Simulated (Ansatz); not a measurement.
# BH7NPSi: how energies converge with the basis set

The task here is to estimate one member of a computed series from the others.

Computed with Ansatz 0.2.0, Gaussian basis. Level: one geometry, several basis sets.

The runs, in order: PBE0-D4/def2-SVP; ωB97M-V/def2-SVP; PBE0-D4/def2-QZVPP; ωB97M-V/def2-QZVPP; the functionals' def2-TZVPP values are taken from earlier runs.

## The geometry

All runs share one geometry, relaxed beforehand with PBE0-D4 in a triple-zeta def2 set.

11 atoms, charge 0, spin multiplicity 1.

Atoms are counted from 1 here; the program's logs count them from 0.

Bond lengths: B1–Si2 1.936 Å, B1–H5 1.194 Å, B1–H6 1.199 Å, Si2–N3 1.706 Å, Si2–P4 2.318 Å, Si2–H7 1.480 Å, N3–H8 1.006 Å, N3–H9 1.006 Å, P4–H10 1.419 Å, P4–H11 1.459 Å. Angles: Si2–B1–H5 121.3°, Si2–B1–H6 118.1°, H5–B1–H6 120.4°, B1–Si2–N3 121.8°, B1–Si2–P4 70.6°, B1–Si2–H7 124.3°, N3–Si2–P4 117.3°, N3–Si2–H7 109.4°, P4–Si2–H7 105.1°, Si2–N3–H8 122.2°, Si2–N3–H9 120.3°, H8–N3–H9 112.0°, Si2–P4–H10 94.1°, Si2–P4–H11 92.0°, H10–P4–H11 93.2°.

Set-up of the first run:

File in.yaml:

```yaml
crystal:
  periodic: [false, false, false]
  atoms:
    - {symbol: B, position_ang: [-0.717732, 1.155314, -0.314324]}
    - {symbol: Si, position_ang: [0.636340, 0.006708, 0.458142]}
    - {symbol: N, position_ang: [0.333676, -0.927909, 1.852989]}
    - {symbol: P, position_ang: [-0.044927, -0.869591, -1.577097]}
    - {symbol: H, position_ang: [-0.423913, 2.084362, -1.004016]}
    - {symbol: H, position_ang: [-1.860593, 0.969659, -0.002323]}
    - {symbol: H, position_ang: [2.093724, 0.222398, 0.316831]}
    - {symbol: H, position_ang: [0.899265, -1.723468, 2.097724]}
    - {symbol: H, position_ang: [-0.598735, -0.999202, 2.224683]}
    - {symbol: H, position_ang: [0.865817, -0.087957, -2.333862]}
    - {symbol: H, position_ang: [-1.117422, 0.112684, -1.698247]}
basis:
  gaussian: {orbitals: def2-SVP}
hamiltonian: {xc: pbe0, dispersion: d4}
output: {orbitals: {seedname: orbitals}}
```

Started as:

```bash
> ansatz run in.yaml --threads 2 --pin off --events-out ev --progress --plain --max-ram 4352MiB
```

Steps of the session up to this table: PBE0-D4 in def2-SVP; ωB97M-V in def2-SVP; PBE0-D4 in def2-QZVPP; ωB97M-V in def2-QZVPP.

One of the session's tables, all rows but one given; the rest of the session is left out.

It belongs to the step «Functionals by basis». 

| functional | basis | HOMO (eV) |
| --- | --- | --- |
| PBE0-D4 | def2-SVP | -6.55 |
| PBE0-D4 | def2-TZVPP | -6.63 |
| PBE0-D4 | def2-QZVPP | ? |
| ωB97M-V | def2-SVP | -8.49 |
| ωB97M-V | def2-TZVPP | -8.60 |
| ωB97M-V | def2-QZVPP | -8.62 |

Q: Estimate the row for PBE0-D4, def2-QZVPP from the others.

The run gave: HOMO (eV): -6.65. In the column «HOMO (eV)» it lies between ωB97M-V, def2-SVP (-8.49) and PBE0-D4, def2-TZVPP (-6.63).
